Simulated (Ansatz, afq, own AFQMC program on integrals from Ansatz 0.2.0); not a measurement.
# GeH₄Cl (doublet): AFQMC on the coupled-cluster ladder at distance Ge1–H5 along a hydrogen transfer = 1.848 Å, cc-pVTZ

How near does AFQMC come to the top of the ladder for GeH₄Cl (doublet)?

Computed with Ansatz 0.2.0, Gaussian basis, and an in-house AFQMC program (afq) on its integrals; all values are calculated. Level: cc-pVTZ, frozen cores.

The runs, in order: PBE (unrestricted); CCSD(T) on UHF; r2SCAN (unrestricted); PBE0 (unrestricted); B3LYP (unrestricted); wB97M-V (unrestricted); B2PLYP (unrestricted); Phaseless AFQMC, CISD trial on UHF.

### 1 What is computed

The geometry derives from fragments relaxed apart (PBE0/def2-TZVP) and kept rigid, so it is no stationary point. A hydrogen atom is moved between rigid fragments. No spin-orbit coupling is included. The filled d shell of Ge may be among the frozen orbitals whatever the setting's name suggests; the logs give the count.

6 atoms, charge 0, spin multiplicity 2.

Atoms are counted from 1 here; the program's logs count them from 0.

Bond lengths: Ge1–H2 1.534 Å, Ge1–H3 1.534 Å, Ge1–H4 1.534 Å, Ge1–H5 1.848 Å, H5–Cl6 1.476 Å. Angles: H2–Ge1–H3 109.5°, H2–Ge1–H4 109.5°, H2–Ge1–H5 109.5°, H3–Ge1–H4 109.5°, H3–Ge1–H5 109.5°, H4–Ge1–H5 109.5°, Ge1–H5–Cl6 180.0°.

### 2 PBE (unrestricted)

File in.yaml:

```yaml
crystal:
  periodic: [false, false, false]
  atoms:
    - {symbol: Ge, position_ang: [-1.053843, 0.000000, 0.000000]}
    - {symbol: H, position_ang: [-1.565293, 1.446599, 0.000000]}
    - {symbol: H, position_ang: [-1.565293, -0.723300, 1.252792]}
    - {symbol: H, position_ang: [-1.565293, -0.723299, -1.252792]}
    - {symbol: H, position_ang: [0.794157, 0.000000, 0.000000]}
    - {symbol: Cl, position_ang: [2.270157, 0.000000, 0.000000]}
basis:
  gaussian: {orbitals: cc-pVTZ}
magnetization: {spin_polarized: true, initial_magnetization: 1}
hamiltonian: {xc: {name: PBE}}
output: {orbitals: {seedname: orbitals}}
```

Run with:

```
ansatz run in.yaml --threads 1 --pin off --events-out ev --progress --plain --max-ram 8192MiB --backend cpu
```

The program printed:

```text
Functional definition: PBE
  name "PBE"
  cite "Perdew, Burke & Ernzerhof, Phys. Rev. Lett. 77, 3865 (1996) doi:10.1103/PhysRevLett.77.3865"
  parent pbe
  parameter kappa = 0.804
  parameter beta = 0.06672455060314922
  exchange = pbe_x(kappa = kappa, mu = beta*pi^2/3)
  correlation = pbe_c(beta = beta)
870 factors; their error is unknown
mean field evaluation 1: about -69091.2960 eV, gradient 1.6e1 eV
mean field evaluation 2: about -69091.6037 eV, gradient 1.6e1 eV
mean field evaluation 4: about -69092.2532 eV, gradient 1.1e0 eV
mean field evaluation 8: about -69092.2487 eV, gradient 8.7e-2 eV
mean field evaluation 16: about -69092.2487 eV, gradient 1.6e-5 eV
mean field -69092.24868813 eV, -2539.0933068805 hartree, gradient 1.6e-5 eV, S^2 0.752037; 0 other end points of the search recorded, 0 dependent functions left out
reference -69092.24872757 eV, -2539.0933083300 hartree; 27, 26 occupied and 106, 107 virtual orbitals, 870 factors
Total energy: -69092.24872757 eV, -2539.0933083300 hartree
```

It took 3.2 s on 1 thread of AMD EPYC 7R13 (Zen 3), shared host; peak memory 2.1 GiB.

From the report: ⟨S²⟩ of the determinant 0.752 (pure doublet: 0.75).

### 3 CCSD(T) on UHF

in.yaml: that of step 2 with these lines changed.

```diff
@@ -12,3 +12,2 @@
 magnetization: {spin_polarized: true, initial_magnetization: 1}
-hamiltonian: {xc: {name: PBE}}
-output: {orbitals: {seedname: orbitals}}
+correlation: {method: ccsd_t, electrons: outside_noble_gas, hamiltonian_folder: ham}
```

Run with:

```
ansatz run in.yaml --threads 1 --pin off --events-out ev --progress --plain --max-ram 24576MiB --backend cuda --devices 0, --max-vram 18GiB
```

The program printed (excerpt; [...] marks lines left out):

```text
Functional definition: HF
  name "HF"
  cite "Fock, Z. Phys. 61, 126 (1930) doi:10.1007/BF01340294"
  parent pbe
[...]
780 factors; integrals over basis functions are off by at most 1.4e-3 eV
[...]
mean field -69040.49827253 eV, -2537.1915141850 hartree, gradient 4.2e-6 eV, S^2 0.776390; 1 other end points of the search recorded, 0 dependent functions left out
determinant -69040.49827253 eV, -2537.1915141850 hartree, with singles and doubles -69050.68734539 eV, -2537.5659557061 hartree
determinant -69037.69075999 eV, -2537.0883400020 hartree, with singles and doubles -69047.76571367 eV, -2537.4585877210 hartree
19 core orbitals not correlated: weight in the atoms' cores, before any rotation towards them, 1.000 or more for the frozen orbitals, at most 0.000 for the correlated occupied ones
reference -69040.49827253 eV, -2537.1915141850 hartree; 8, 7 occupied and 106, 107 virtual orbitals, 780 factors
second order -8.84702696 eV of doubles, -0.00000000 eV of singles
cycle   1  -10.04280448 eV  change   -4.9e-1 eV  update   2.0e-2
[...]
cycle   8  -10.05839452 eV  change   -3.8e-6 eV  update   1.1e-5
perturbative correction -0.34535472 eV, -0.0126915517 hartree
Total energy: -69050.90202177 eV, -2537.5738449176 hartree
```

Run time: 6.5 s. Hardware: 1 × NVIDIA H100 80GB HBM3 with 1 thread of AMD EPYC 7R13 (Zen 3), shared host; peak host memory 2.1 GiB.

From the report: ⟨S²⟩ of the determinant 0.776 (pure doublet: 0.75); correlation -10.4037 eV; T1 0.013; largest double amplitude 0.03.

This run also writes the integrals to the folder ham.

### 4 r2SCAN (unrestricted)

in.yaml: that of step 3 with these lines changed.

```diff
@@ -12,2 +12,2 @@
 magnetization: {spin_polarized: true, initial_magnetization: 1}
-correlation: {method: ccsd_t, electrons: outside_noble_gas, hamiltonian_folder: ham}
+hamiltonian: {xc: {name: r2SCAN}}
```

Run with:

```
ansatz run in.yaml --threads 1 --pin off --events-out ev --progress --plain --max-ram 8192MiB --backend cpu
```

The program printed:

```text
Functional definition: r2SCAN
  name "r2SCAN"
  cite "Furness, Kaplan, Ning, Perdew & Sun, J. Phys. Chem. Lett. 11, 8208 (2020) doi:10.1021/acs.jpclett.0c02405"
  cite "Furness, Kaplan, Ning, Perdew & Sun, J. Phys. Chem. Lett. 11, 9248 (2020) doi:10.1021/acs.jpclett.0c03077"
  parent r2scan
  parameter k0 = 0.174
  parameter k1 = 0.065
  parameter a1 = 4.9479
  exchange = r2scan_x(k0 = k0, k1 = k1, a1 = a1)
  correlation = r2scan_c
870 factors; their error is unknown
mean field evaluation 1: about -69104.4664 eV, gradient 1.3e1 eV
mean field evaluation 2: about -69104.7506 eV, gradient 1.1e1 eV
mean field evaluation 4: about -69105.0657 eV, gradient 8.1e-1 eV
mean field evaluation 8: about -69105.0612 eV, gradient 2.2e-2 eV
mean field evaluation 16: about -69105.0612 eV, gradient 2.5e-5 eV
mean field -69105.06120075 eV, -2539.5641580348 hartree, gradient 2.5e-5 eV, S^2 0.755076; 0 other end points of the search recorded, 0 dependent functions left out
reference -69105.06121446 eV, -2539.5641585384 hartree; 27, 26 occupied and 106, 107 virtual orbitals, 870 factors
Total energy: -69105.06121446 eV, -2539.5641585384 hartree
```

It took 7.5 s on 1 thread of AMD EPYC 7R13 (Zen 3), shared host; peak memory 2.1 GiB.

From the report: ⟨S²⟩ of the determinant 0.755 (pure doublet: 0.75).

### 5 PBE0 (unrestricted)

in.yaml: that of step 4 with these lines changed.

```diff
@@ -12,2 +12,3 @@
 magnetization: {spin_polarized: true, initial_magnetization: 1}
-hamiltonian: {xc: {name: r2SCAN}}
+hamiltonian: {xc: {name: PBE0}}
+output: {orbitals: {seedname: orbitals}}
```

Same command.

The program printed:

```text
Functional definition: PBE0
  name "PBE0"
  cite "Adamo & Barone, J. Chem. Phys. 110, 6158 (1999) doi:10.1063/1.478522"
  cite "Perdew, Burke & Ernzerhof, Phys. Rev. Lett. 77, 3865 (1996) doi:10.1103/PhysRevLett.77.3865"
  parent pbe
  parameter a = 0.25
  parameter kappa = 0.804
  parameter beta = 0.06672455060314922
  exchange = (1 - a)*pbe_x(kappa = kappa, mu = beta*pi^2/3) + a*exact_x
  correlation = pbe_c(beta = beta)
953 factors; their error is unknown
mean field evaluation 1: about -69094.0697 eV, gradient 1.1e1 eV
mean field evaluation 2: about -69094.1997 eV, gradient 1.0e1 eV
mean field evaluation 4: about -69094.5171 eV, gradient 4.6e-1 eV
mean field evaluation 8: about -69094.7998 eV, gradient 3.2e-1 eV
mean field evaluation 16: about -69094.7999 eV, gradient 9.0e-5 eV
mean field -69094.79994865 eV, -2539.1870639755 hartree, gradient 9.0e-5 eV, S^2 0.754807; 0 other end points of the search recorded, 0 dependent functions left out
reference -69094.79997844 eV, -2539.1870650702 hartree; 27, 26 occupied and 106, 107 virtual orbitals, 953 factors
Total energy: -69094.79997844 eV, -2539.1870650702 hartree
```

It took 4.8 s on 1 thread of AMD EPYC 7R13 (Zen 3), shared host; peak memory 2.1 GiB.

From the report: ⟨S²⟩ of the determinant 0.755 (pure doublet: 0.75).

### 6 B3LYP (unrestricted)

in.yaml: that of step 5 with these lines changed.

```diff
@@ -12,3 +12,2 @@
 magnetization: {spin_polarized: true, initial_magnetization: 1}
-hamiltonian: {xc: {name: PBE0}}
-output: {orbitals: {seedname: orbitals}}
+hamiltonian: {xc: {name: B3LYP}}
```

The command is unchanged.

The program printed (excerpt; [...] marks lines left out):

```text
Functional definition: B3LYP
  name "B3LYP"
  cite "Stephens, Devlin, Chabalowski & Frisch, J. Phys. Chem. 98, 11623 (1994) doi:10.1021/j100096a001"
  cite "Becke, Phys. Rev. A 38, 3098 (1988) doi:10.1103/PhysRevA.38.3098"
  cite "Lee, Yang & Parr, Phys. Rev. B 37, 785 (1988) doi:10.1103/PhysRevB.37.785"
  cite "Vosko, Wilk & Nusair, Can. J. Phys. 58, 1200 (1980) doi:10.1139/p80-159"
[...]
942 factors; their error is unknown
[...]
mean field -69108.11238475 eV, -2539.6762869786 hartree, gradient 1.0e-5 eV, S^2 0.753409; 0 other end points of the search recorded, 0 dependent functions left out
reference -69108.11263505 eV, -2539.6762961768 hartree; 27, 26 occupied and 106, 107 virtual orbitals, 942 factors
Total energy: -69108.11263505 eV, -2539.6762961768 hartree
```

It took 4.7 s on 1 thread of AMD EPYC 7R13 (Zen 3), shared host; peak memory 2.1 GiB.

From the report: ⟨S²⟩ of the determinant 0.753 (pure doublet: 0.75).

### 7 wB97M-V (unrestricted)

in.yaml: that of step 6 with these lines changed.

```diff
@@ -12,2 +12,3 @@
 magnetization: {spin_polarized: true, initial_magnetization: 1}
-hamiltonian: {xc: {name: B3LYP}}
+hamiltonian: {xc: {name: wB97M-V}}
+output: {orbitals: {seedname: orbitals}}
```

The command is unchanged.

The program printed (excerpt; [...] marks lines left out):

```text
Functional definition: wB97M-V
  name "wB97M-V"
  cite "Mardirossian & Head-Gordon, J. Chem. Phys. 144, 214110 (2016) doi:10.1063/1.4952647"
  cite "Becke, J. Chem. Phys. 107, 8554 (1997) doi:10.1063/1.475007"
  cite "Vydrov & Van Voorhis, J. Chem. Phys. 133, 244103 (2010) doi:10.1063/1.3521275"
  # Of w^i u^j: cxij and so on, Table III.
[...]
  gx(w, u) = 1 - cx + cx01*u + cx10*w
  gss(w, u) = css00 + css04*u^4 + css10*w + css20*w^2 + css43*w^4*u^3
  gos(w, u) = cos00 + cos10*w + (cos20 + cos21*u)*w^2 + (cos60 + cos61*u)*w^6
[...]
      + integral(e_c_pw_mod_opposite_spin*gos(b97_w_opposite, b97_u_opposite)) + vv10(b, c)
923 factors; their error is unknown
193 factors; integrals over basis functions are off by at most 6.2e-5 eV
[...]
mean field -69101.77459111 eV, -2539.4433773583 hartree, gradient 5.3e-5 eV, S^2 0.754344; 0 other end points of the search recorded, 0 dependent functions left out
reference -69101.77463662 eV, -2539.4433790307 hartree; 27, 26 occupied and 106, 107 virtual orbitals, 923 factors
Total energy: -69101.77463662 eV, -2539.4433790307 hartree
```

Run time: 16 s. Hardware: 1 thread of AMD EPYC 7R13 (Zen 3), shared host; peak memory 2.1 GiB.

From the report: ⟨S²⟩ of the determinant 0.754 (pure doublet: 0.75).

### 8 B2PLYP (unrestricted)

in.yaml: that of step 7 with these lines changed.

```diff
@@ -12,3 +12,3 @@
 magnetization: {spin_polarized: true, initial_magnetization: 1}
-hamiltonian: {xc: {name: wB97M-V}}
-output: {orbitals: {seedname: orbitals}}
+hamiltonian: {xc: {name: B2PLYP}}
+correlation: {electrons: outside_noble_gas}
```

Launched as before.

The program printed (excerpt; [...] marks lines left out):

```text
Functional definition: B2PLYP
  name "B2PLYP"
  cite "Grimme, J. Chem. Phys. 124, 034108 (2006) doi:10.1063/1.2148954"
  cite "Becke, Phys. Rev. A 38, 3098 (1988) doi:10.1103/PhysRevA.38.3098"
  cite "Lee, Yang & Parr, Phys. Rev. B 37, 785 (1988) doi:10.1103/PhysRevB.37.785"
[...]
780 factors; integrals over basis functions are off by at most 1.4e-3 eV
[...]
mean field -69088.21337046 eV, -2538.9450116913 hartree, gradient 2.7e-6 eV, S^2 0.760067; 0 other end points of the search recorded, 0 dependent functions left out
19 core orbitals not correlated: weight in the atoms' cores, before any rotation towards them, 0.999 or more for the frozen orbitals, at most 0.000 for the correlated occupied ones
reference -69088.21352938 eV, -2538.9450175316 hartree; 8, 7 occupied and 106, 107 virtual orbitals, 780 factors
second order -10.86704092 eV of doubles, -0.00000000 eV of singles
Total energy: -69091.14763043 eV, -2539.0528437563 hartree
```

It took 7 s on 1 thread of AMD EPYC 7R13 (Zen 3), shared host; peak memory 2.1 GiB.

From the report: ⟨S²⟩ of the determinant 0.760 (pure doublet: 0.75).

### 9 Phaseless AFQMC, CISD trial on UHF

It reads the integrals that the CCSD(T) run on this determinant wrote.

Run with:

```
afq ham --method phaseless --trial cisd --walkers 600 --populations 10 --least-time 60 --time-step 0.005 --steps-per-block 50 --equilibration-blocks 28 --max-blocks 4000 --target-error 0.00023 --factor-cut 1e-05 --start spin_pure --seed 9466 --release-times 0.24,0.51,0.99,1.5 --release-step 0.03 --release-every 4 --taylor-order 6
```

The program printed:

```text
orbitals 114  electrons 8 7  factors 728 of 780
reference energy -2537.19151419 Eh
CCSD correlation -0.36963929 Eh in 11 cycles, weight of the determinant in the CISD state 0.8480
energy of the start -2537.559495 Eh
 block  time / (1/Eh)  mean weight  energy / Eh
     1     0.250  0.9990  -2537.553289
     2     0.500  1.0002  -2537.557766
     3     0.750  0.9992  -2537.562454
     4     1.000  1.0001  -2537.566353
     5     1.250  0.9995  -2537.570121
     6     1.500  1.0006  -2537.570348
     7     1.750  0.9993  -2537.571731
     8     2.000  1.0007  -2537.572178
     9     2.250  0.9997  -2537.575656
    10     2.500  1.0003  -2537.576181
    13     3.250  1.0007  -2537.576284
    19     4.750  0.9997  -2537.576422
    25     6.250  1.0000  -2537.573465
    31     7.750  0.9999  -2537.575654
    37     9.250  0.9991  -2537.575792
    43    10.750  1.0007  -2537.574959
    49    12.250  0.9990  -2537.576505
    55    13.750  0.9991  -2537.574593
    61    15.250  0.9997  -2537.575454
    67    16.750  0.9995  -2537.574972
    73    18.250  1.0007  -2537.573321
    79    19.750  0.9998  -2537.574835
    85    21.250  1.0003  -2537.576041
    91    22.750  1.0007  -2537.574372
    97    24.250  1.0009  -2537.578643
   103    25.750  1.0008  -2537.574190
   109    27.250  0.9993  -2537.576423
   115    28.750  1.0010  -2537.576686
   121    30.250  1.0002  -2537.572270
   127    31.750  1.0001  -2537.576030
   133    33.250  1.0002  -2537.573393
   139    34.750  1.0006  -2537.575615
   145    36.250  0.9990  -2537.577794
   151    37.750  0.9997  -2537.574451
   157    39.250  1.0001  -2537.578385
   163    40.750  1.0007  -2537.576958
   169    42.250  0.9995  -2537.576261
   175    43.750  1.0000  -2537.577094
   181    45.250  1.0000  -2537.573730
   187    46.750  0.9998  -2537.576468
   193    48.250  1.0008  -2537.576564
   199    49.750  1.0003  -2537.574076
   205    51.250  1.0003  -2537.575570
   211    52.750  0.9996  -2537.574662
   217    54.250  0.9996  -2537.574245
   223    55.750  0.9999  -2537.574350
   229    57.250  1.0001  -2537.578870
   235    58.750  0.9996  -2537.575197
   241    60.250  0.9998  -2537.576601
   247    61.750  1.0011  -2537.574636
   253    63.250  1.0003  -2537.575538
   259    64.750  0.9997  -2537.575417
   265    66.250  0.9994  -2537.575156
error from the spread of 10 populations
released: time / (1/Eh)  energy / Eh  error  mean overlap
  0.24  -2537.575530  0.000218  1.0009
  0.51  -2537.575688  0.000159  0.9973
  0.99  -2537.575461  0.000230  0.9992
  1.50  -2537.575832  0.000300  0.9830
energy -2537.575646 +/- 0.000227 Eh
```

It took 3.6 min on 1 × NVIDIA H100 80GB HBM3 with 2 threads of AMD EPYC 7R13 (Zen 3), shared host; peak host memory 2.1 GiB.

Energy -69050.9510 ± 0.0062 eV. Caveats: constraint bias not in the error.

### 10 AFQMC on the ladder

On the UHF determinant, counted from CCSD(T) (a yardstick, not exact):

| level | energy (eV) | from CCSD(T) (kJ/mol) | statistical error (kJ/mol) | time |
| --- | --- | --- | --- | --- |
| HF | -69040.4983 | +1003.8 |  |  |
| MP2 | -69049.3453 | +150.2 |  |  |
| CCSD | -69050.5567 | +33.3 |  |  |
| CCSD(T) | -69050.9020 | 0.0 |  |  |
| Phaseless AFQMC, CISD trial, step 0.005, 600 walkers | -69050.9510 | -4.7 | 0.6 | 3.6 min |

The functionals' totals stand on their own zeros and serve differences with other points: PBE -69092.249 eV; r2SCAN -69105.061 eV; PBE0 -69094.800 eV; B3LYP -69108.113 eV; wB97M-V -69101.775 eV; B2PLYP -69091.148 eV.

### 11 What came out

| quantity | value |
| --- | --- |
| Phaseless AFQMC, CISD trial on UHF from CCSD(T) | -4.7 ± 0.6 kJ/mol |

**Reading.** On UHF the phaseless walk with the CISD trial lies -4.7 kJ/mol from CCSD(T), 8 times its error bar. Error bars are statistical and leave out the constraint, the time step and what remains of the start.
